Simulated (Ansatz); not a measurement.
Born–Oppenheimer molecular dynamics of a periodic cell of 23 atoms, Na₇Fe₄O₁₂ (host Na2FeO3, host structure C2/m, one Na atom removed), cell charge -1. It starts from an unrelaxed structure (largest force component 1.64 eV/Å).

Computed with DFT PBEsol, scalar-relativistic, plane waves, PAW (Ansatz 0.2.0). Settings: accuracy low, cutoff 420 eV, k mesh 1x1x2, fermi-dirac smearing 0.05 eV, spin collinear.

```yaml
ensemble: NVE (velocity Verlet)
time_step: 1.5 fs
steps_asked: 60
starting_velocities_drawn_for: 1400 K
seed: 774645
```

First frame:

```xyz
23
Lattice="0.8406 4.6435 5.4199 0.8406 -4.6435 5.4199 5.3488 0.0000 0.0000" Properties=species:S:1:pos:R:3
Na 4.432 0.000 2.710
Na 3.515 1.458 5.420
Na 3.515 -1.458 5.420
Fe 1.758 1.554 2.710
Fe 1.758 -1.554 2.710
O 1.104 0.000 1.611
O 2.411 0.000 3.808
O 5.451 -1.757 3.804
O 5.451 1.757 3.804
O 4.253 -2.886 7.036
O 4.253 2.886 7.036
Na 0.841 0.000 5.420
Na 2.598 0.000 8.130
Na 0.841 -3.186 5.420
Na 0.841 3.186 5.420
Fe 5.272 1.554 8.130
Fe 5.272 -1.554 8.130
O 4.619 0.000 7.031
O 5.926 0.000 9.228
O 2.777 2.886 3.804
O 2.777 -2.886 3.804
O 1.579 1.757 7.036
O 1.579 -1.757 7.036
```

Task: What does the run give?

Result: All steps were run.

```
steps done                                               : 60
time covered                                             : 90 fs
mean temperature over the second half                    : 854 K
spread of the potential energy over the second half      : 11.2 meV per atom
mean potential energy of the second half above the start : 67.5 meV per atom
```

The conserved energy stayed within 0.22 meV per atom of its start (net change -0.0059 meV per atom), so the integration is sound. A run of 0.09 ps of so small a system gives no equilibrium averages. No Hubbard correction was used and the magnetic state wasn't searched. Limits of this set-up: coarse k mesh, low accuracy level, charged cell in a uniform background, uncorrected.

Task: What happens to the structure?

Result: Mean squared displacements from the first frame to the last, about the centre of mass: Na 0.19 Å², Fe 0.05 Å², O 0.06 Å². The details hang on the random start.

Task: How do temperature and energy run in time?

Result: 
```
time (fs)  T (K)  potential energy less start (eV)  conserved less start (meV/atom)
      0.0   1400                             0.000                             0.00
      4.5   1413                            -0.039                            -0.05
      9.0   1332                             0.191                            -0.12
     13.5   1099                             0.853                            -0.10
     18.0    781                             1.760                             0.06
     22.5    534                             2.467                             0.22
     27.0    535                             2.463                             0.14
     31.5    703                             1.980                            -0.05
     36.0    837                             1.599                            -0.13
     40.5    837                             1.600                            -0.07
     45.0    752                             1.845                             0.04
     49.5    694                             2.010                             0.11
     54.0    735                             1.894                             0.08
     58.5    841                             1.589                             0.00
     63.0    932                             1.329                            -0.06
     67.5    957                             1.258                            -0.03
     72.0    945                             1.293                             0.00
     76.5    936                             1.318                            -0.04
     81.0    906                             1.405                            -0.03
     85.5    852                             1.557                            -0.01
     90.0    794                             1.723                            -0.01
```

The run took 18 min on 1 thread of Arm Neoverse V2, on a shared host, peak memory 0.83 GiB.
